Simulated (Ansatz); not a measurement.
**C2H6O2SW: one species, many methods**

One table from this session's results is given with a row withheld; the runs are named, their logs left out.

Method: functionals in def2-TZVPP, the program's frozen cores in correlated methods; program: Ansatz 0.2.0, Gaussian basis.

Levels to be run: LDA (SPW92), PBE-D4, revPBE-D4, BLYP-D4, r2SCAN-D4, B97M-V, PBE0-D4, B3LYP-D4, r2SCANh-D4, r2SCAN0-D4, HSE06-D4, BHLYP-D4, CAM-B3LYP-D4, LC-ωPBE, ωB97X-V, ωB97M-V, B2PLYP, PBE-QIDH; CCSD(T)/def2-SVP; MP2/def2-TZVPP; MP2/def2-QZVPP; RPA on PBE.

### Structure used throughout

An earlier PBE0-D4 in a triple-zeta def2 set relaxation fixed the geometry. W takes the def2 core potential; no spin-orbit term is included.

SMILES `C[O][W]([CH3])(=[O])=[S]`, 12 atoms, charge 0, spin multiplicity 1.

Atoms are counted from 1 here; the program's logs count them from 0.

Bond lengths: C1–O2 1.407 Å, C1–H7 1.092 Å, C1–H8 1.092 Å, C1–H9 1.092 Å, O2–W3 1.846 Å, W3–C4 2.106 Å, W3–O5 1.700 Å, W3–S6 2.136 Å, C4–H10 1.092 Å, C4–H11 1.093 Å, C4–H12 1.095 Å. Angles: O2–C1–H7 110.7°, O2–C1–H8 108.4°, O2–C1–H9 109.4°, H7–C1–H8 109.6°, H7–C1–H9 109.7°, H8–C1–H9 109.1°, C1–O2–W3 144.7°, O2–W3–C4 108.2°, O2–W3–O5 112.6°, O2–W3–S6 113.5°, C4–W3–O5 104.8°, C4–W3–S6 106.0°, O5–W3–S6 111.1°, W3–C4–H10 110.6°, W3–C4–H11 110.3°, W3–C4–H12 108.8°, H10–C4–H11 108.8°, H10–C4–H12 108.7° and more.

Set-up of the first run:

Contents of in.yaml:

```yaml
crystal:
  periodic: [false, false, false]
  atoms:
    - {symbol: C, position_ang: [-0.716231, -0.907662, 2.050677]}
    - {symbol: O, position_ang: [0.128574, -0.453861, 1.020574]}
    - {symbol: W, position_ang: [0.411700, 0.890803, -0.212383]}
    - {symbol: C, position_ang: [0.539432, 0.015963, -2.123753]}
    - {symbol: O, position_ang: [1.905093, 1.674213, 0.005866]}
    - {symbol: S, position_ang: [-1.187600, 2.302964, -0.316715]}
    - {symbol: H, position_ang: [-1.697649, -0.432914, 1.981598]}
    - {symbol: H, position_ang: [-0.825482, -1.989945, 1.955882]}
    - {symbol: H, position_ang: [-0.263534, -0.678342, 3.017710]}
    - {symbol: H, position_ang: [0.743856, 0.775976, -2.880845]}
    - {symbol: H, position_ang: [-0.397777, -0.487822, -2.373348]}
    - {symbol: H, position_ang: [1.359619, -0.709373, -2.125263]}
basis:
  gaussian: {orbitals: def2-TZVPP}
hamiltonian: {xc: lda}
output: {orbitals: {seedname: orbitals}}
```

Command:

```
$ ansatz run in.yaml --threads 4 --pin off --events-out ev --progress --plain --max-ram 11315MiB
```

Steps of the session up to this table: LDA; PBE-D4 (GGA); revPBE-D4 (GGA); BLYP-D4 (GGA); r2SCAN-D4 (meta-GGA); B97M-V (meta-GGA); PBE0-D4 (hybrid); B3LYP-D4 (hybrid); r2SCANh-D4 (hybrid); r2SCAN0-D4 (hybrid); HSE06-D4 (hybrid); BHLYP-D4 (hybrid); CAM-B3LYP-D4 (range-separated); LC-ωPBE (range-separated); ωB97X-V (range-separated); ωB97M-V (range-separated); B2PLYP (double hybrid); PBE-QIDH (double hybrid).

One of the session's tables, all rows but one given; the rest of the session is left out.

It belongs to the step «Orbital energies across the functionals». 

| functional | HOMO (eV) | LUMO (eV) | gap (eV) |
| --- | --- | --- | --- |
| LDA (SPW92) | -6.39 | -3.12 | 3.27 |
| PBE-D4 | -6.22 | -2.92 | 3.31 |
| revPBE-D4 | -6.16 | -2.84 | 3.32 |
| BLYP-D4 | -6.06 | -2.79 | 3.27 |
| r2SCAN-D4 | ? | ? | ? |
| B97M-V | -6.56 | -2.79 | 3.77 |
| PBE0-D4 | -7.44 | -2.18 | 5.27 |
| B3LYP-D4 | -7.20 | -2.37 | 4.83 |
| r2SCANh-D4 | -6.96 | -2.57 | 4.39 |
| r2SCAN0-D4 | -7.63 | -2.14 | 5.50 |
| HSE06-D4 | -7.05 | -2.55 | 4.49 |
| BHLYP-D4 | -8.51 | -1.27 | 7.24 |
| CAM-B3LYP-D4 | -8.71 | -1.11 | 7.60 |
| LC-ωPBE | -10.03 | -0.04 | 9.99 |
| ωB97X-V | -9.70 | -0.10 | 9.60 |
| ωB97M-V | -9.57 | -0.14 | 9.43 |

Q: Estimate the row for r2SCAN-D4 from the others.

Worked estimate for «HOMO (eV)». Against the share of exact exchange, r2SCANh-D4 (0.1, -6.96), r2SCAN0-D4 (0.25, -7.63) give a slope of -4.47 per unit share; at 0 the line stands at -6.51.

The run gave: HOMO (eV): -6.51; LUMO (eV): -2.85; gap (eV): 3.66. In «HOMO (eV)» the line misses by 0.00.
